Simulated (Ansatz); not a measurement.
# SnNH₅ (SMILES [NH2][SnH3]): a relaxed scan of the bond length Sn2–H5

One table from this session's results is given with a row withheld; the runs are named, their logs left out.

The runs use Ansatz 0.2.0, Gaussian basis; single points in def2-TZVPP.

Levels: PBE-D4, r2SCAN-D4, PBE0-D4, B3LYP-D4, wB97M-V, Hartree-Fock, MP2, CCSD, CCSD(T). The scan takes 1.500, 1.559, 1.646, 1.747, 1.860, 1.981, 2.110, 2.245, 2.386 Å.

Cores are frozen in the correlated methods. Filled d shells of the heavier atoms are correlated. Core potentials replace the inner electrons past krypton, and spin-orbit coupling is left out. B3LYP uses VWN-RPA correlation.

26 further runs of the same task are left out: 26 set aside as unsound or not needed.

### The starting structure

The minimum, relaxed at PBE0-D4: SMILES `[NH2][SnH3]`, 7 atoms, charge 0, spin multiplicity 1.

Atoms are counted from 1 here; the program's logs count them from 0.

Bond lengths: N1–Sn2 2.032 Å, N1–H3 1.012 Å, N1–H4 1.012 Å, Sn2–H5 1.704 Å, Sn2–H6 1.704 Å, Sn2–H7 1.717 Å. Angles: Sn2–N1–H3 112.9°, Sn2–N1–H4 112.9°, H3–N1–H4 107.1°, N1–Sn2–H5 105.9°, N1–Sn2–H6 105.9°, N1–Sn2–H7 113.4°, H5–Sn2–H6 112.1°, H5–Sn2–H7 109.7°, H6–Sn2–H7 109.7°.

Coordinates:

```mol
H5NSn
  3D, bonds by distance, orders not assigned

  7  6  0  0  0  0  0  0  0  0999 V2000
   -0.4996   -1.1833    0.1166 N   0  0
    0.1368    0.7304   -0.1356 Sn  0  0
   -0.0018   -1.8445   -0.4665 H   0  0
   -0.4137   -1.5049    1.0727 H   0  0
   -0.1158    1.0928   -1.7817 H   0  0
   -0.8363    1.6844    0.8880 H   0  0
    1.7917    0.9571    0.2609 H   0  0
  1  2  8  0
  1  3  8  0
  1  4  8  0
  2  5  8  0
  2  6  8  0
  2  7  8  0
M  END
```

Energies of the minimum (eV), from earlier single points: PBE-D4 -7401.02884, r2SCAN-D4 -7404.43077, PBE0-D4 -7401.49807, B3LYP-D4 -7405.51332, wB97M-V -7400.82252, CCSD(T) -7382.77483.

At the minimum the bond length Sn2–H5 is 1.704 Å.

The first run:

File relax/in.yaml:

```yaml
crystal:
  periodic: [false, false, false]
  atoms:
    - {symbol: N, position_ang: [-0.499637, -1.183300, 0.116576]}
    - {symbol: Sn, position_ang: [0.136845, 0.730376, -0.135610]}
    - {symbol: H, position_ang: [-0.001830, -1.844464, -0.466461]}
    - {symbol: H, position_ang: [-0.413715, -1.504861, 1.072661]}
    - {symbol: H, position_ang: [-0.085492, 1.049306, -1.584351]}
    - {symbol: H, position_ang: [-0.836268, 1.684426, 0.887996]}
    - {symbol: H, position_ang: [1.791692, 0.957062, 0.260883]}
basis:
  gaussian: {orbitals: def2-TZVP}
hamiltonian: {xc: pbe0, dispersion: d4}
relax: {f_tol: 0.005, max_steps: 200, constraints: [{distance: [1, 4]}]}
```

No record of the launch command was kept for these runs.

Among the steps run: Sn2–H5 = 1.500 Å; Sn2–H5 = 1.559 Å; Sn2–H5 = 1.646 Å; Sn2–H5 = 1.747 Å; Sn2–H5 = 1.860 Å; Sn2–H5 = 1.981 Å; Sn2–H5 = 2.110 Å; Sn2–H5 = 2.245 Å; Sn2–H5 = 2.386 Å.

One table of the session follows, with a row left open; its other results are not shown here.

Energies less that of the minimum at the same level (kcal/mol):

| bond length (Å) | PBE-D4 | PBE0-D4 | B3LYP-D4 | wB97M-V | Hartree-Fock |
| --- | --- | --- | --- | --- | --- |
| 1.500 | 9.6 | 9.0 | 9.2 | 8.5 | 9.7 |
| 1.559 | 4.6 | 4.2 | 4.3 | 3.8 | 4.5 |
| 1.646 | 0.8 | 0.6 | 0.7 | 0.4 | 0.7 |
| 1.704 (minimum) | 0.0 | 0.0 | 0.0 | 0.0 | 0.0 |
| 1.747 | 0.1 | 0.3 | 0.2 | 0.4 | 0.3 |
| 1.860 | 2.5 | 3.2 | 2.9 | 3.6 | 3.4 |
| 1.981 | 7.3 | 8.6 | 8.1 | 9.4 | 9.3 |
| 2.110 | ? | ? | ? | ? | ? |
| 2.245 | 21.3 | 24.0 | 22.8 | 25.8 | 26.5 |
| 2.386 | 29.3 | 32.8 | 31.3 | 35.0 | 36.3 |

**Question.** Estimate the row for bond length (Å) = 2.110.

Worked estimate for «PBE-D4». A straight line through the neighbours (1.981, 7.3) and (2.245, 21.3) gives 7.3 + (21.3 − 7.3) × (2.110 − 1.981) / (2.245 − 1.981) = 14.1; a parabola fitted to 4 rows on both sides gives 13.8.

The run gave: PBE-D4: 13.8; PBE0-D4: 15.7; B3LYP-D4: 14.9; wB97M-V: 17.1; Hartree-Fock: 17.3. In «PBE-D4» the line misses by +0.3 and the parabola by 0.0.

To keep in mind: A polynomial through the near points puts the CCSD(T) minimum 0.011 Å below the PBE0-D4 value.
